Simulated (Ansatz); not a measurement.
# BBi: short molecular dynamics of a 16-atom cell, part 1 of 2

How do the atoms of BBi (rocksalt) move when started on their sites? Runs: PBEsol, 20 steps of 1.5 fs under a Langevin thermostat at 1300 K; r2SCAN, 20 steps of 1.5 fs under a Nosé-Hoover thermostat at 800 K. The cell is a 2×2×2 supercell of the structure relaxed with r2SCAN.

Method: DFT, plane waves, PAW, no spin polarisation, in Ansatz 0.2.0.

## 1. Starting point

The cell holds 16 atoms (B8Bi8): a = 7.430 Å, b = 7.430 Å, c = 7.430 Å, α = 60.00°, β = 60.00°, γ = 60.00°.

Structure file:

```xyz
16
Lattice="0.0000 5.2537 5.2537 5.2537 0.0000 5.2537 5.2537 5.2537 0.0000" Properties=species:S:1:pos:R:3 pbc="T T T"
B     0.0000    0.0000    0.0000
Bi    2.6268    2.6268    2.6268
B     2.6268    2.6268    0.0000
Bi    5.2537    5.2537    2.6268
B     2.6268    0.0000    2.6268
Bi    5.2537    2.6268    5.2537
B     5.2537    2.6268    2.6268
Bi    7.8805    5.2537    5.2537
B     0.0000    2.6268    2.6268
Bi    2.6268    5.2537    5.2537
B     2.6268    5.2537    2.6268
Bi    5.2537    7.8805    5.2537
B     2.6268    2.6268    5.2537
Bi    5.2537    5.2537    7.8805
B     5.2537    5.2537    5.2537
Bi    7.8805    7.8805    7.8805
```

## 2. Run 1: PBEsol

input.yaml

```yaml
crystal:
  lattice:
    - [0.0, 5.2536658547, 5.2536658547]
    - [5.2536658547, 0.0, 5.2536658547]
    - [5.2536658547, 5.2536658547, 0.0]
  atoms:
    - { symbol: B, position: [0.0, 0.0, 0.0] }
    - { symbol: Bi, position: [0.25, 0.25, 0.25] }
    - { symbol: B, position: [0.0, 0.0, 0.5] }
    - { symbol: Bi, position: [0.25, 0.25, 0.75] }
    - { symbol: B, position: [0.0, 0.5, 0.0] }
    - { symbol: Bi, position: [0.25, 0.75, 0.25] }
    - { symbol: B, position: [0.0, 0.5, 0.5] }
    - { symbol: Bi, position: [0.25, 0.75, 0.75] }
    - { symbol: B, position: [0.5, 0.0, 0.0] }
    - { symbol: Bi, position: [0.75, 0.25, 0.25] }
    - { symbol: B, position: [0.5, 0.0, 0.5] }
    - { symbol: Bi, position: [0.75, 0.25, 0.75] }
    - { symbol: B, position: [0.5, 0.5, 0.0] }
    - { symbol: Bi, position: [0.75, 0.75, 0.25] }
    - { symbol: B, position: [0.5, 0.5, 0.5] }
    - { symbol: Bi, position: [0.75, 0.75, 0.75] }
kpoints:
  mp_grid: { grid: [2, 2, 2] }
hamiltonian:
  xc: pbesol
scf:
  occupations: { method: fermi_dirac, width: 0.112 }
md:
  ensemble: nvt_langevin
  temperature: 1300
  timestep: 1.5
  n_steps: 20
  initial_velocities: maxwell_boltzmann
  seed: 3417
```

Launch:

```
> ansatz run input.yaml --threads 4 --pin off --max-ram 3686MiB --backend cpu --events-out ev --progress --plain --runs-dir out
```

The log of the run, shortened:

```text
Warning: md: disabling space-group detection — thermal motion breaks the input geometry's symmetry, so no spatial operation reduces the k-mesh or symmetrises the density; time reversal is kept, so that k and −k are solved as one point where they differ and the mesh holds both, and exact [...]
Warning: RAYON_NUM_THREADS=4 ignored (pool sized by the plan → 4); use --threads N
[...]
Pseudopotentials: kind: paw
Pseudopotential: B, paw, valence charge 3, recommended cutoff 420 eV (normal), B.paw.azcp
Pseudopotential: Bi, paw, valence charge 15, recommended cutoff 420 eV (normal), Bi.paw.azcp
Functional definition: PBEsol
[...]
Crystal: 16 atoms, lattice volume = 290.013 Å³
Basis set: ecut = 420 eV, 5769 PW (Γ), exchange–correlation on 100×100×100 points (8 copies of the dense FFT grid, shifted against one another)
Bands: 88, of which v1, the nominal top of the filled ones, is band 72 counted from 1 (71 counted from 0)
Symmetry: 1 space group operations
k-points: 8
[...]
SCF iter   1: F=—  HF=-99138.173244 eV  |F-HF|=—  |Δ(HF+E_count)|=         —  Δρ=3.80e-3  dr2=6.44e-2  ethr=1.77e-3  ⟨swp⟩=6.5  Hψ=2851  notcnv=0
[...]
md step     0: t =     0.00 fs  T =  1218.8 K  F+E_penalty+E_count = -99138.15375395 eV  E_kin = 2.520570 eV  (8 SCF iters)
[...]
md step     6: t =     9.00 fs  T =  1023.3 K  F+E_penalty+E_count = -99137.94670772 eV  E_kin = 2.116371 eV  (6 SCF iters)
[...]
md step     7: t =    10.50 fs  T =   909.8 K  F+E_penalty+E_count = -99137.87596620 eV  E_kin = 1.881629 eV  (5 SCF iters)
[...]
SCF iter   5: F=—  HF=-99137.804031 eV  |F-HF|=—  |Δ(HF+E_count)|=   3.49e-8  Δρ=1.96e-6  dr2=1.66e-8  ethr=1.25e-10  ⟨swp⟩=2.6  Hψ=1297  notcnv=0  defer=14
```

## 3. The log goes on: nvt_langevin at 1300 K

Output, continued, shortened:

```text
SCF iter   6: F=-99137.804031 eV  HF=-99137.804031 eV  |F-HF|=6.84e-10  |Δ(HF+E_count)|=   2.94e-9  Δρ=6.14e-7  dr2=1.76e-9  ethr=1.11e-11  ⟨swp⟩=4.0  Hψ=2161  notcnv=0
[...]
md step     8: t =    12.00 fs  T =   827.2 K  F+E_penalty+E_count = -99137.80403115 eV  E_kin = 1.710748 eV  (6 SCF iters)
[...]
md step    11: t =    16.50 fs  T =   843.1 K  F+E_penalty+E_count = -99137.60964123 eV  E_kin = 1.743619 eV  (6 SCF iters)
[...]
md step    14: t =    21.00 fs  T =   771.3 K  F+E_penalty+E_count = -99137.44821868 eV  E_kin = 1.595102 eV  (5 SCF iters)
[...]
md step    17: t =    25.50 fs  T =   833.4 K  F+E_penalty+E_count = -99137.35036391 eV  E_kin = 1.723705 eV  (5 SCF iters)
[...]
md step    19: t =    28.50 fs  T =   817.5 K  F+E_penalty+E_count = -99137.27969764 eV  E_kin = 1.690669 eV  (6 SCF iters)
[...]
md step    20: t =    30.00 fs  T =   872.9 K  F+E_penalty+E_count = -99137.24833534 eV  E_kin = 1.805362 eV  (7 SCF iters)
SCF converged after 7 iterations
Free energy (F): -99137.248335 eV
[...]
E sigma→0 (E₀):  -99137.068483 eV
Entropy (-TS):   -0.359705 eV (-22.482 meV/atom)
Fermi energy:    12.050822 eV
[...]
--- Forces (eV/Å), atoms counted from 1 ---
  atom   1  B     -0.18002519    -0.21769703     0.73074721
  atom   2  Bi     0.35973664     0.16530388    -0.15218992
  atom   3  B      0.07262414    -0.31684617     0.77817202
  atom   4  Bi     0.01311727    -0.18919384    -0.21092901
  atom   5  B     -0.44276852     0.18298709     0.81825064
  atom   6  Bi     1.15525685     0.16572210    -0.33382665
  atom   7  B     -0.61189626     0.43839605    -0.00846071
  atom   8  Bi     0.33453874    -0.35792808    -0.23427236
[...]
--- MD trajectory: 20 steps, t = 0.0 → 30.0 fs ---
  final state: T = 872.9 K   F+E_penalty+E_count = -99137.24833534 eV   E_kin = 1.805362 eV
```

It took 2.1 min on 4 threads of an Arm CPU, shared host; peak memory 1 GiB.

## 4. The trajectory

One step in 2; energies are changes from step 0; msd is the mean square displacement from the start, the centre of mass held:

```csv
time (fs),T (K),potential energy change (meV/atom),msd B (Å²),msd Bi (Å²)
0.0,1219,0.0,0.000,0.000
3.0,1133,1.5,0.002,0.000
6.0,1154,5.8,0.007,0.001
9.0,1023,12.9,0.016,0.001
12.0,827,21.9,0.025,0.002
15.0,782,30.1,0.035,0.003
18.0,792,37.8,0.043,0.004
21.0,771,44.1,0.050,0.006
24.0,819,48.1,0.055,0.007
27.0,776,52.5,0.061,0.009
30.0,873,56.6,0.068,0.011
```

time (fs), T (K) and a bar:
```
      0.0       1219 ##############################
      1.5       1191 ############################
      3.0       1133 ########################
      4.5       1206 #############################
      6.0       1154 ##########################
      7.5       1050 ###################
      9.0       1023 #################
     10.5        910 ##########
     12.0        827 #####
     13.5        814 ####
     15.0        782 ##
     16.5        843 ######
     18.0        792 ###
     19.5        752 
     21.0        771 #
     22.5        811 ####
     24.0        819 ####
     25.5        833 #####
     27.0        776 ##
     28.5        817 ####
     30.0        873 ########
```

Pair distribution over the second half of the run:

```csv
r (Å),g B–Bi
0.68,0.00
0.84,0.00
1.00,0.00
1.16,0.00
1.32,0.00
1.48,0.00
1.64,0.00
1.80,0.00
1.96,0.00
2.12,0.00
2.28,0.48
2.44,3.55
2.60,6.20
2.76,4.67
2.92,1.02
```

## 5. Snapshots as a file

Extended XYZ, with forces in eV/Å:

```xyz
16
Lattice="0.000 5.254 5.254 5.254 0.000 5.254 5.254 5.254 0.000" Properties=species:S:1:pos:R:3:forces:R:3 pbc="T T T" time_fs=4.5 T=1206 dE=0.0520
B     0.044    0.013   -0.025   -0.177   -0.039    0.093
Bi    2.618    2.620    2.636    0.217    0.004   -0.082
B     2.618    2.648   -0.065   -0.068   -0.065    0.158
Bi    5.246    5.275    2.624    0.135   -0.103   -0.033
B     2.709    0.025    2.594   -0.313    0.012    0.055
Bi    5.244    2.641    5.278    0.201   -0.007   -0.073
B     5.270    2.591    2.605   -0.164    0.149    0.014
Bi    7.888    5.248    5.249    0.201    0.029   -0.015
B    -0.013    2.642    2.655   -0.041   -0.068   -0.006
Bi    2.630    5.246    5.240    0.136    0.083    0.009
B     2.650    5.237    2.622   -0.079   -0.015    0.009
Bi    5.262    7.860    5.242    0.044    0.079    0.051
B     2.720    2.606    5.296   -0.265   -0.028   -0.065
Bi    5.251    5.263    7.873    0.183   -0.035    0.080
B     5.264    5.271    5.295   -0.109   -0.019   -0.149
Bi    7.875    7.879    7.878    0.098    0.024   -0.045
16
Lattice="0.000 5.254 5.254 5.254 0.000 5.254 5.254 5.254 0.000" Properties=species:S:1:pos:R:3:forces:R:3 pbc="T T T" time_fs=10.5 T=910 dE=0.2778
B     0.080    0.031   -0.067   -0.343   -0.091    0.216
Bi    2.607    2.609    2.647    0.420    0.053   -0.136
B     2.571    2.674   -0.161   -0.066   -0.172    0.452
Bi    5.239    5.297    2.625    0.217   -0.150   -0.104
B     2.799    0.046    2.536   -0.730    0.025    0.153
Bi    5.231    2.660    5.305    0.561    0.014   -0.136
B     5.307    2.552    2.604   -0.370    0.344   -0.017
Bi    7.892    5.245    5.243    0.387    0.080   -0.052
B    -0.032    2.676    2.695   -0.037   -0.209   -0.076
Bi    2.630    5.236    5.225    0.223    0.181   -0.029
B     2.664    5.238    2.616   -0.101   -0.095    0.027
Bi    5.272    7.832    5.225    0.016    0.287    0.169
B     2.816    2.591    5.344   -0.659   -0.074   -0.188
Bi    5.248    5.280    7.856    0.487   -0.128    0.313
B     5.282    5.315    5.363   -0.176   -0.152   -0.425
Bi    7.869    7.875    7.870    0.169    0.089   -0.166
16
Lattice="0.000 5.254 5.254 5.254 0.000 5.254 5.254 5.254 0.000" Properties=species:S:1:pos:R:3:forces:R:3 pbc="T T T" time_fs=15.0 T=782 dE=0.4814
B     0.078    0.045   -0.107   -0.349   -0.119    0.328
Bi    2.603    2.601    2.653    0.492    0.094   -0.115
B     2.532    2.691   -0.216   -0.056   -0.248    0.649
Bi    5.236    5.309    2.628    0.229   -0.190   -0.134
B     2.823    0.039    2.503   -0.887    0.059    0.216
Bi    5.222    2.670    5.324    0.897    0.058   -0.189
B     5.353    2.543    2.610   -0.529    0.439   -0.040
Bi    7.892    5.243    5.234    0.440    0.060   -0.100
B    -0.044    2.704    2.740   -0.011   -0.293   -0.201
Bi    2.624    5.228    5.222    0.218    0.216   -0.128
B     2.661    5.235    2.609   -0.080   -0.132    0.068
Bi    5.283    7.815    5.214   -0.012    0.440    0.261
B     2.873    2.567    5.357   -0.987   -0.046   -0.274
Bi    5.246    5.297    7.847    0.605   -0.200    0.400
B     5.298    5.338    5.382   -0.196   -0.263   -0.526
Bi    7.867    7.869    7.856    0.227    0.124   -0.216
16
Lattice="0.000 5.254 5.254 5.254 0.000 5.254 5.254 5.254 0.000" Properties=species:S:1:pos:R:3:forces:R:3 pbc="T T T" time_fs=19.5 T=752 dE=0.6600
B     0.076    0.073   -0.144   -0.312   -0.149    0.451
Bi    2.600    2.593    2.658    0.513    0.122   -0.094
B     2.506    2.698   -0.251   -0.051   -0.296    0.761
Bi    5.234    5.316    2.633    0.196   -0.202   -0.166
B     2.814    0.035    2.471   -0.845    0.074    0.314
Bi    5.212    2.682    5.345    1.256    0.096   -0.242
B     5.381    2.530    2.625   -0.628    0.536   -0.054
Bi    7.892    5.243    5.223    0.435   -0.002   -0.153
B    -0.061    2.731    2.782    0.043   -0.345   -0.372
Bi    2.619    5.218    5.223    0.174    0.273   -0.263
B     2.648    5.232    2.596   -0.028   -0.153    0.116
Bi    5.293    7.803    5.203   -0.054    0.582    0.385
B     2.916    2.527    5.372   -1.310    0.022   -0.386
Bi    5.251    5.316    7.839    0.529   -0.288    0.353
B     5.296    5.366    5.369   -0.171   -0.415   -0.495
Bi    7.863    7.861    7.839    0.253    0.145   -0.157
16
Lattice="0.000 5.254 5.254 5.254 0.000 5.254 5.254 5.254 0.000" Properties=species:S:1:pos:R:3:forces:R:3 pbc="T T T" time_fs=25.5 T=833 dE=0.8034
B     0.073    0.119   -0.193   -0.229   -0.182    0.625
Bi    2.598    2.584    2.662    0.444    0.154   -0.122
B     2.477    2.696   -0.267   -0.016   -0.325    0.776
Bi    5.240    5.326    2.635    0.092   -0.198   -0.206
B     2.772    0.006    2.413   -0.612    0.137    0.560
Bi    5.193    2.702    5.365    1.371    0.144   -0.297
B     5.384    2.542    2.648   -0.642    0.545   -0.031
Bi    7.892    5.244    5.207    0.376   -0.151   -0.199
B    -0.108    2.770    2.809    0.210   -0.391   -0.499
Bi    2.617    5.203    5.225    0.055    0.397   -0.540
B     2.625    5.244    2.596    0.075   -0.216    0.143
Bi    5.309    7.792    5.196   -0.134    0.911    0.414
B     2.911    2.476    5.386   -1.330    0.121   -0.560
Bi    5.264    5.342    7.832    0.280   -0.331    0.128
B     5.294    5.422    5.316   -0.109   -0.786   -0.296
Bi    7.857    7.852    7.814    0.169    0.171    0.104
16
Lattice="0.000 5.254 5.254 5.254 0.000 5.254 5.254 5.254 0.000" Properties=species:S:1:pos:R:3:forces:R:3 pbc="T T T" time_fs=30.0 T=873 dE=0.9054
B     0.081    0.162   -0.229   -0.180   -0.218    0.731
Bi    2.597    2.582    2.660    0.360    0.165   -0.152
B     2.431    2.687   -0.278    0.073   -0.317    0.778
Bi    5.248    5.330    2.634    0.013   -0.189   -0.211
B     2.737   -0.014    2.364   -0.443    0.183    0.818
Bi    5.181    2.715    5.377    1.155    0.166   -0.334
B     5.377    2.576    2.654   -0.612    0.438   -0.008
Bi    7.889    5.249    5.195    0.335   -0.358   -0.234
B    -0.149    2.803    2.817    0.369   -0.430   -0.496
Bi    2.611    5.188    5.226   -0.025    0.493   -0.813
B     2.612    5.251    2.611    0.140   -0.253    0.131
Bi    5.324    7.783    5.196   -0.205    1.158    0.327
B     2.877    2.431    5.389   -1.079    0.282   -0.673
Bi    5.276    5.357    7.824    0.103   -0.257    0.005
B     5.299    5.452    5.280   -0.075   -1.045   -0.184
Bi    7.853    7.848    7.796    0.071    0.180    0.315
```

## 6. Run 2: r2SCAN

Changes to input.yaml since step 2:

```diff
@@ -25,8 +25,8 @@
 hamiltonian:
-  xc: pbesol
+  xc: r2scan
 scf:
-  occupations: { method: fermi_dirac, width: 0.112 }
+  occupations: { method: fermi_dirac, width: 0.069 }
 md:
-  ensemble: nvt_langevin
-  temperature: 1300
+  ensemble: nvt_nose_hoover
+  temperature: 800
   timestep: 1.5
@@ -34,2 +34,2 @@
   initial_velocities: maxwell_boltzmann
-  seed: 3417
+  seed: 5776
```

Launch:

```
> ansatz run input.yaml --threads 4 --pin off --max-ram 3686MiB --backend cpu --events-out ev --progress --plain --runs-dir out
```

The log of the run, shortened:

```text
Warning: md: disabling space-group detection — thermal motion breaks the input geometry's symmetry, so no spatial operation reduces the k-mesh or symmetrises the density; time reversal is kept, so that k and −k are solved as one point where they differ and the mesh holds both, and exact [...]
Warning: RAYON_NUM_THREADS=4 ignored (pool sized by the plan → 4); use --threads N
[...]
[... 1 set-up line as earlier in the session ...]
Pseudopotential: B, paw, valence charge 3, recommended cutoff 500 eV (meta_gga), B.paw.azcp
Pseudopotential: Bi, paw, valence charge 15, recommended cutoff 500 eV (meta_gga), Bi.paw.azcp
Functional definition: r2SCAN
[...]
Crystal: 16 atoms, lattice volume = 290.013 Å³
Basis set: ecut = 500 eV, 7391 PW (Γ), exchange–correlation on 240×240×240 points (64 copies of the dense FFT grid, shifted against one another)
Bands: 88, of which v1, the nominal top of the filled ones, is band 72 counted from 1 (71 counted from 0)
[... 1 set-up line as earlier in the session ...]
k-points: 8
[...]
SCF iter   1: F=—  HF=-100519.783748 eV  |F-HF|=—  |Δ(HF+E_count)|=         —  Δρ=3.31e-3  dr2=2.39e-2  dr2_τ=2.26e-1  ethr=1.77e-3  ⟨swp⟩=6.0  Hψ=2629  notcnv=0  defer=8
[...]
md step     0: t =     0.00 fs  T =   800.0 K  F+E_penalty+E_count = -100519.97604984 eV  E_kin = 1.551120 eV  conserved = -100518.42492986 eV  (8 SCF iters)
[...]
md step     5: t =     7.50 fs  T =   758.5 K  F+E_penalty+E_count = -100519.89590050 eV  E_kin = 1.470620 eV  conserved = -100518.42534743 eV  (4 SCF iters)
[...]
md step     6: t =     9.00 fs  T =   737.3 K  F+E_penalty+E_count = -100519.85483827 eV  E_kin = 1.429605 eV  conserved = -100518.42537346 eV  (3 SCF iters)
```

## 7. More of the same log: nvt_nose_hoover at 800 K

The log, continued, shortened:

```text
SCF iter   1: F=—  HF=-100519.804487 eV  |F-HF|=—  |Δ(HF+E_count)|=         —  Δρ=2.65e-5  dr2=1.70e-6  dr2_τ=3.53e-6  ethr=1.57e-8  ⟨swp⟩=5.2  Hψ=1949  notcnv=0  defer=18
[...]
md step     7: t =    10.50 fs  T =   711.4 K  F+E_penalty+E_count = -100519.80440005 eV  E_kin = 1.379295 eV  conserved = -100518.42536600 eV  (4 SCF iters)
[...]
md step    10: t =    15.00 fs  T =   608.6 K  F+E_penalty+E_count = -100519.60403751 eV  E_kin = 1.179946 eV  conserved = -100518.42515202 eV  (7 SCF iters)
[...]
md step    13: t =    19.50 fs  T =   486.4 K  F+E_penalty+E_count = -100519.36492452 eV  E_kin = 0.943000 eV  conserved = -100518.42467592 eV  (3 SCF iters)
[...]
md step    16: t =    24.00 fs  T =   381.3 K  F+E_penalty+E_count = -100519.15798779 eV  E_kin = 0.739239 eV  conserved = -100518.42415624 eV  (3 SCF iters)
[...]
SCF converged after 2 iterations
Free energy (F): -100519.050157 eV
[...]
E sigma→0 (E₀):  -100518.997193 eV
Entropy (-TS):   -0.105928 eV (-6.621 meV/atom)
Fermi energy:    12.091738 eV
[...]
--- Forces (eV/Å), atoms counted from 1 ---
  atom   1  B     -0.18753640    -0.38362826    -0.07327853
  atom   2  Bi    -0.26230559    -0.04560283    -0.19440000
  atom   3  B     -0.10870918     1.03494405    -0.23158828
  atom   4  Bi     0.15693217    -0.16460154    -1.22407312
  atom   5  B     -0.35573922     0.27453943    -0.39539770
  atom   6  Bi     0.26943132    -0.10180762    -0.39897930
  atom   7  B     -1.09147425     0.03734629     0.42872646
  atom   8  Bi    -0.04620689     0.58605841    -0.00724093
[...]
--- MD trajectory: 20 steps, t = 0.0 → 30.0 fs ---
  final state: T = 328.4 K   F+E_penalty+E_count = -100519.05015685 eV   E_kin = 0.636643 eV
  conserved energy: peak-to-peak 1.393e-3 eV (8.703e-5 eV/atom) over 30.0 fs
```

Wall time 6.3 min (4 threads of an Arm CPU, shared host); peak memory 1.9 GiB.

## 8. The trajectory

Every step; energies are changes from step 0; msd is the mean square displacement from the start, the centre of mass held:

```csv
time (fs),T (K),potential energy change (meV/atom),conserved energy change (meV/atom),msd B (Å²),msd Bi (Å²)
0.0,800,0.0,0.00,0.000,0.000
1.5,799,0.2,0.00,0.001,0.000
3.0,794,0.7,-0.01,0.002,0.000
4.5,787,1.6,-0.02,0.005,0.000
6.0,775,3.0,-0.02,0.008,0.000
7.5,758,5.0,-0.03,0.013,0.000
9.0,737,7.6,-0.03,0.018,0.000
10.5,711,10.7,-0.03,0.024,0.001
12.0,681,14.4,-0.02,0.031,0.001
13.5,646,18.6,-0.02,0.038,0.001
15.0,609,23.3,-0.01,0.045,0.001
16.5,568,28.1,-0.01,0.053,0.002
18.0,527,33.2,0.00,0.061,0.002
19.5,486,38.2,0.02,0.069,0.002
21.0,447,43.0,0.03,0.076,0.003
22.5,412,47.4,0.04,0.083,0.003
24.0,381,51.1,0.05,0.089,0.003
25.5,357,54.2,0.06,0.094,0.004
27.0,340,56.3,0.06,0.098,0.004
28.5,330,57.6,0.06,0.102,0.005
30.0,328,57.9,0.06,0.104,0.005
```

time (fs), T (K) and a bar:
```
      0.0        800 ##############################
      1.5        799 ##############################
      3.0        794 ##############################
      4.5        787 #############################
      6.0        775 ############################
      7.5        758 ###########################
      9.0        737 ##########################
     10.5        711 ########################
     12.0        681 ######################
     13.5        646 ####################
     15.0        609 ##################
     16.5        568 ###############
     18.0        527 #############
     19.5        486 ##########
     21.0        447 ########
     22.5        412 #####
     24.0        381 ###
     25.5        357 ##
     27.0        340 #
     28.5        330 
     30.0        328
```

Pair distribution over the second half of the run:

```csv
r (Å),g B–Bi
0.68,0.00
0.84,0.00
1.00,0.00
1.16,0.00
1.32,0.00
1.48,0.00
1.64,0.00
1.80,0.00
1.96,0.00
2.12,0.00
2.28,1.11
2.44,3.43
2.60,5.91
2.76,3.90
2.92,1.48
```

First peaks of g(r) (not always the tallest), and, where a minimum follows, the mean number of second-named atoms round a first-named one up to the next minimum:

```csv
pair,peak (Å),height,minimum (Å),neighbours
B–Bi,2.60,5.9,-,-
```

(Continued in part 2 of 2.)
